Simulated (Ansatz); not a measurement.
# C2F4O (trifluoroacetyl fluoride) at HF/cc-pVDZ

What is the vertical ionisation energy of C2F4O (trifluoroacetyl fluoride) at HF/cc-pVDZ? 

Program for the calculation: Ansatz 0.2.0.

51 further runs of the same task are left out: 51 set aside as unsound or not needed.

**1. Starting point**

C2F4O has 7 atoms, charge 0, and is taken as a singlet. As SMILES, `O=C(F)C(F)(F)F`. The shape is that of a PBE0-D4/def2-TZVP optimisation.

Bond lengths: O1–C2 1.172 Å, C2–F3 1.326 Å, C2–C4 1.542 Å, C4–F5 1.330 Å, C4–F6 1.330 Å, C4–F7 1.318 Å. Angles: O1–C2–F3 124.0°, O1–C2–C4 126.4°, F3–C2–C4 109.5°, C2–C4–F5 109.8°, C2–C4–F6 109.8°, C2–C4–F7 110.2°, F5–C4–F6 108.7°, F5–C4–F7 109.1°, F6–C4–F7 109.1°.

**2. A single-point energy at HF/cc-pVDZ**

The input, input.yaml:

```yaml
crystal:
  periodic: [false, false, false]
  atoms:
    - symbol: O
      position_ang: [1.061180, -1.396170, 0.701140]
    - symbol: C
      position_ang: [0.088980, -0.798110, 0.435150]
    - symbol: F
      position_ang: [-1.136840, -1.201010, 0.739860]
    - symbol: C
      position_ang: [0.018150, 0.551850, -0.306440]
    - symbol: F
      position_ang: [-0.697880, 0.418270, -1.418740]
    - symbol: F
      position_ang: [-0.564330, 1.461580, 0.468830]
    - symbol: F
      position_ang: [1.230750, 0.963590, -0.619810]
basis:
  gaussian: {orbitals: cc-pVDZ}
hamiltonian: {xc: hf}
accuracy: high
output: {orbitals: {seedname: orbitals}}
```

The run is started by

```sh
$ ansatz run input.yaml --threads 1 --pin off --max-ram 3480MiB --events-out events.jsonl --progress --plain --runs-dir runs
```

Output:

```text
Warning: RAYON_NUM_THREADS=1 ignored (pool sized by the plan → 1); use --threads N
Functional definition: HF
  name "HF"
  exchange = exact_x
  correlation = 0
2166 factors; integrals over basis functions are off by at most 2.9e-9 eV
mean field evaluation 1: about -14915.0405 eV, gradient 5.8e1 eV
mean field evaluation 2: about -14915.8013 eV, gradient 6.0e1 eV
mean field evaluation 4: about -14922.2070 eV, gradient 4.7e0 eV
mean field evaluation 8: about -14922.3312 eV, gradient 7.7e-1 eV
mean field evaluation 16: about -14922.3341 eV, gradient 9.6e-9 eV
mean field -14922.33410139 eV, -548.3856635047 hartree, gradient 1.6e-8 eV, S^2 0.000000; 0 other end points of the search recorded, 0 dependent functions left out
reference -14922.33410139 eV, -548.3856635047 hartree; 28, 28 occupied and 70, 70 virtual orbitals, 2166 factors
Total energy: -14922.33410139 eV, -548.3856635047 hartree
```

Run time: 3 s. Hardware: 1 thread of Arm Neoverse V2, shared host; peak memory 0.31 GiB.

**3. The doublet cation at the same level**

The input, run.yaml:

```yaml
crystal:
  periodic: [false, false, false]
  atoms:
    - {symbol: O, position_ang: [1.061180, -1.396170, 0.701140]}
    - {symbol: C, position_ang: [0.088980, -0.798110, 0.435150]}
    - {symbol: F, position_ang: [-1.136840, -1.201010, 0.739860]}
    - {symbol: C, position_ang: [0.018150, 0.551850, -0.306440]}
    - {symbol: F, position_ang: [-0.697880, 0.418270, -1.418740]}
    - {symbol: F, position_ang: [-0.564330, 1.461580, 0.468830]}
    - {symbol: F, position_ang: [1.230750, 0.963590, -0.619810]}
basis:
  gaussian:
    orbitals: cc-pVDZ
total_charge: 1
magnetization:
  spin_polarized: true
  initial_magnetization: 1
hamiltonian:
  xc: hf
accuracy: high
output: {orbitals: {seedname: orbitals}}
```

The run is started by

```sh
$ ansatz run run.yaml --threads 1 --pin off --max-ram 3480MiB --events-out events.jsonl --progress --plain --runs-dir runs
```

Output:

```text
Warning: RAYON_NUM_THREADS=1 ignored (pool sized by the plan → 1); use --threads N
[... 4 set-up lines as earlier in the session ...]
2167 factors; integrals over basis functions are off by at most 2.9e-9 eV
mean field evaluation 1: about -14901.5446 eV, gradient 4.5e1 eV
mean field evaluation 2: about -14901.7768 eV, gradient 4.5e1 eV
mean field evaluation 4: about -14909.6706 eV, gradient 4.8e0 eV
mean field evaluation 8: about -14910.4841 eV, gradient 6.7e-1 eV
mean field evaluation 16: about -14910.5254 eV, gradient 3.8e-5 eV
mean field -14910.52544270 eV, -547.9517033021 hartree, gradient 3.4e-8 eV, S^2 0.772305; 0 other end points of the search recorded, 0 dependent functions left out
reference -14910.52544270 eV, -547.9517033021 hartree; 28, 27 occupied and 70, 71 virtual orbitals, 2167 factors
Total energy: -14910.52544270 eV, -547.9517033021 hartree
```

Run time: 5.1 s. Hardware: 1 thread of Arm Neoverse V2, shared host; peak memory 0.4 GiB.

**4. Results**

At HF/cc-pVDZ:

| quantity | value |
| --- | --- |
| singlet C2F4O: total energy | -548.38566 Eh |
| singlet C2F4O: HOMO energy | -14.54 eV |
| singlet C2F4O: LUMO energy | 2.95 eV |
| singlet C2F4O: HOMO–LUMO gap | 17.49 eV |
| doublet cation: total energy | -547.95170 Eh |
| doublet cation: HOMO energy (highest over α and β) | -23.70 eV |
| doublet cation: LUMO energy (lowest over α and β) | -9.30 eV |
| doublet cation: ⟨S²⟩ | 0.772 |
| vertical ionisation energy (to the doublet cation) | 11.809 eV |

What this shows: Removing an electron at fixed nuclei costs 11.81 eV (1139 kJ/mol). The negative HOMO energy of the first species, 14.54 eV, lies 2.73 eV above that difference.
